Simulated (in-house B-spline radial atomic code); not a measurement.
# Mo¹⁸⁺: excited configurations

Wanted: excitation energies of Mo¹⁸⁺ as differences of total energies (ΔSCF).

The numbers are computed with in-house B-spline radial atomic code version 1 (Dirac-Hartree-Fock, average of configuration, Fermi nucleus, basis-set limit), except any that are marked as measured or tabulated.

### 1 Starting point

- element: molybdenum (Z = 42)
- charge: +18
- electrons: 24
- configuration: [Ar] 3d6
- Hamiltonian: Dirac-Coulomb
- nucleus: Fermi, rms radius 4.409 fm

Outer shells as boxes (Hund's rule):

[Ar] 3d6
```
[Ar] core
3d [↑↓][↑ ][↑ ][↑ ][↑ ]
```

The boxes draw the filling by Hund's rule, which heavy ions in jj coupling don't follow; these runs average over all states of the configuration.

The run's settings:

```ini
Z = 42
electrons = 24.0
configuration = [Ar] 3d6
hamiltonian = dirac
method = hf
spin_polarised = False
nucleus = fermi
rms_radius = 4.4091
mass_number = 98
atomic_mass = 97.905403609
speed_of_light = 137.035999084
```

The reference is known from an earlier run: -3887.984325 hartree in all. Up to eight levels, counted from the top:

```csv
orbital,occupation,energy (eV),<r> (bohr)
2s1/2,2,-3487.82,0.1525
2p1/2,2,-3247.11,0.1303
2p3/2,4,-3139.34,0.1348
3s1/2,2,-1032.36,0.4078
3p1/2,2,-938.12,0.3990
3p3/2,4,-917.54,0.4073
3d3/2,2.4,-770.30,0.3728
3d5/2,3.6,-766.26,0.3754
```

### 2 Configuration [Ar] 3d4 5s1 5g1

The run's settings:

```ini
Z = 42
electrons = 24.0
configuration = [Ar] 3d4 5s1 5g1
hamiltonian = dirac
method = hf
spin_polarised = False
nucleus = fermi
rms_radius = 4.4091
mass_number = 98
atomic_mass = 97.905403609
speed_of_light = 137.035999084
```

### 3 Run with [Ne] 3s2 3p4 3d6 4p1 4d1

Changes to the settings of step 2:

```diff
@@ -2,3 +2,3 @@
 electrons = 24.0
-configuration = [Ar] 3d4 5s1 5g1
+configuration = [Ne] 3s2 3p4 3d6 4p1 4d1
 hamiltonian = dirac
```

Q: How far above the reference does each configuration lie (order and size, in eV)?

As calculated:

| net move | configuration | energy above the reference (eV) | with Breit, QED, recoil (eV) | largest <r> (bohr) |
| --- | --- | --- | --- | --- |
| 2×3p → 4d, 4p | [Ne] 3s2 3p4 3d6 4p1 4d1 | 1059.59 | 1058.47 | 0.883 |
| 2×3d → 5g, 5s | [Ar] 3d4 5s1 5g1 | 1097.00 | 1096.78 | 1.43 |

What this shows: At the bottom stands 2×3p → 4d, 4p (1059.59 eV), at the top 2×3d → 5g, 5s (1097.00 eV). 2 of them lie more than 2 % above the ionisation threshold that Koopmans' theorem gives (766.26 eV), where such states can decay by emitting an electron. Two partly filled shells share a symmetry and can mix in the average, which may lower the energy, for: 2×3p → 4d, 4p. These are averages over configurations, without correlation, not spectroscopic levels.
